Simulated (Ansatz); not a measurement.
# CsGe3Cl: the cost of one run

Program: Ansatz 0.2.0. Level of theory: DFT PBE, scalar-relativistic, plane waves, PAW. These are calculated values, not measurements.

**1. The system as given**

It takes space group Pm-3m (No. 221, cubic). The conventional cell has a = 5.070 Å, b = 5.070 Å, c = 5.070 Å, α = 90.00°, β = 90.00°, γ = 90.00°. Cs (site symmetry m-3m) has 12 Ge at 3.58 Å in its first shell of neighbours. Around Ge (site symmetry 4/mmm) lie 2 Cl at 2.53 Å. Around Cl (site symmetry m-3m) lie 6 Ge at 2.53 Å.

Coordinates:

```cif
data_structure
_symmetry_space_group_name_H-M 'P 1'
_symmetry_Int_Tables_number 1
_cell_length_a 5.0698
_cell_length_b 5.0698
_cell_length_c 5.0698
_cell_angle_alpha 90.000
_cell_angle_beta 90.000
_cell_angle_gamma 90.000
_cell_volume 130.31
loop_
_atom_site_label
_atom_site_type_symbol
_atom_site_fract_x
_atom_site_fract_y
_atom_site_fract_z
_atom_site_occupancy
Cs1 Cs 0.00000 0.00000 0.00000 1
Ge1 Ge 0.00000 0.50000 0.50000 1
Ge2 Ge 0.50000 0.00000 0.50000 1
Ge3 Ge 0.50000 0.50000 0.00000 1
Cl1 Cl 0.50000 0.50000 0.50000 1
```

The cell is invented: species swapped into a database cell of ScRu3C (Pm-3m, No. 221), with Cs on the Sc sites, Ge on the Ru sites and Cl on the C sites. Its size is a rough estimate.

**2. A first look at the guess**

input.yaml

```yaml
crystal:
  lattice:
    - [5.0697945, 0.0, 0.0]
    - [0.0, 5.0697945, 0.0]
    - [0.0, 0.0, 5.0697945]
  atoms:
    - { symbol: Cs, position: [0.0, 0.0, 0.0] }
    - { symbol: Ge, position: [0.0, 0.5, 0.5] }
    - { symbol: Ge, position: [0.5, 0.0, 0.5] }
    - { symbol: Ge, position: [0.5, 0.5, 0.0] }
    - { symbol: Cl, position: [0.5, 0.5, 0.5] }
basis:
  ecutwfc: 420
kpoints:
  mp_grid: { grid: [4, 4, 4] }
hamiltonian:
  xc: pbe
scf:
  occupations: { method: gaussian, width: 0.1 }
  lower_state_search: "off"
output:
  forces: true
  stress: true
  eigenvalues: true
```

Command:

```
$ ansatz run input.yaml --threads 1 --pin off --max-ram 2560MiB --backend cpu --events-out ev --progress --plain --runs-dir out
```

Q: Estimate wall time and peak memory on 1 thread of AMD EPYC 9R14 (Zen 4), shared host.

About 1.6 s, with a peak of 0.45 GiB.
